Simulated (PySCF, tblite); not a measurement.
# C5H8BrClGe: geometry, infrared bands and NMR shifts

What infrared bands and NMR shifts should C5H8BrClGe (`Cl[CH2][Ge@@H]1[CH]=C(Br)C[CH2]1`) show?

Computed with tblite 0.8.0 and PySCF 2.14.0, with density-fitted response routines of our own, on a single molecule in the gas phase. Atoms are numbered from 0 throughout.

### Step 1. Starting geometry

16 atoms, charge 0, multiplicity 1; geometry from: force field or distance geometry start.

Bonds of the start (Å): Cl0–C1 1.78, C1–Ge2 1.93, Ge2–C3 1.90, C3–C4 1.34, C4–Br5 1.92, C4–C6 1.50, C6–C7 1.54, C7–Ge2 1.93, C1–H8 1.10, C1–H9 1.12, Ge2–H10 1.55, C3–H11 1.07, C6–H12 1.12, C6–H13 1.11, C7–H14 1.11, C7–H15 1.12.

### Step 2. Relaxing the molecule with GFN2-xTB

Job settings and geometry (Å):

```
{"job": {"kind": "relax", "xc": "GFN2-xTB", "basis": "xTB"}, "charge": 0, "multiplicity": 1}
Cl     1.353700     1.118500     2.078600
C      2.214600     0.597200     0.613500
Ge     0.969500    -0.098000    -0.688400
C     -0.479500     1.106600    -0.962000
C     -1.612400     0.650600    -0.411600
Br    -3.214700     1.697800    -0.490700
C     -1.575500    -0.653800     0.329200
C     -0.242100    -1.386400     0.081900
H      2.774200     1.450200     0.191700
H      2.935000    -0.207500     0.899400
H      1.610700    -0.574600    -2.014400
H     -0.395900     2.049100    -1.462300
H     -1.684800    -0.440400     1.428100
H     -2.425800    -1.294300     0.014300
H     -0.402700    -2.204900    -0.651200
H      0.168200    -1.801300     1.032500
```

The run is started by

```sh
OMP_NUM_THREADS=1 python probes_run.py task.json out
```

This one command runs all jobs of the session in turn.

**Question.** This job is followed by: GFN2-xTB harmonic vibrations, gas phase; GIAO PBE0/pcSseg-1 NMR shielding, non-relativistic, gas phase. Predict these results of the whole session: strongest single infrared mode (GFN2-xTB); zero-point energy (GFN2-xTB); 13C shifts against TMS (PBE0/pcSseg-1); 1H shifts against TMS (PBE0/pcSseg-1); 35Cl shifts against HCl (PBE0/pcSseg-1); 73Ge shifts against GeMe4 (PBE0/pcSseg-1); 79Br shifts against HBr (PBE0/pcSseg-1).

**Answer**, as computed:

| quantity | value |
| --- | --- |
| strongest single infrared mode (GFN2-xTB) | 1875 cm⁻¹, 499 km/mol |
| zero-point energy (GFN2-xTB) | 69.2 kcal/mol |
| 13C shifts against TMS (PBE0/pcSseg-1) | 165.6, 131.1, 46.4, 35.9, 13.2 ppm |
| 1H shifts against TMS (PBE0/pcSseg-1) | 6.41, 5.36, 3.27, 3.22, 3.07, 2.85, 1.53, 1.36 ppm |
| 35Cl shifts against HCl (PBE0/pcSseg-1) | 14 ppm |
| 73Ge shifts against GeMe4 (PBE0/pcSseg-1) | -20 ppm |
| 79Br shifts against HBr (PBE0/pcSseg-1) | 681 ppm |

**Reading.** The optimisation took 72 steps and gained 0.271 eV; among the close pairs (by a distance rule), C1–Ge2 changed most, from 1.931 to 2.001 Å. No mode is imaginary among the 42: a minimum at this level. The strongest single mode, at 1875 cm⁻¹, moves mainly H10. Unscaled tight-binding wavenumbers are off by several per cent, some by more. Its intensities can rank the bands wrongly. C4 stands next to heavy halogen, whose spin-orbit shielding this run leaves out, so the computed shift lies too far downfield, most of all for carbon beside Br or I. The most deshielded hydrogen is H11 (hydrogen on an alkene CH), at 6.41 ppm: olefinic region. At PBE0/pcSseg-1: Shielding is most anisotropic at Br5 (span 1531 ppm, paramagnetic term -1180 ppm). Spin-orbit coupling is left out, which matters for shieldings and couplings at and beside the heavy atoms.
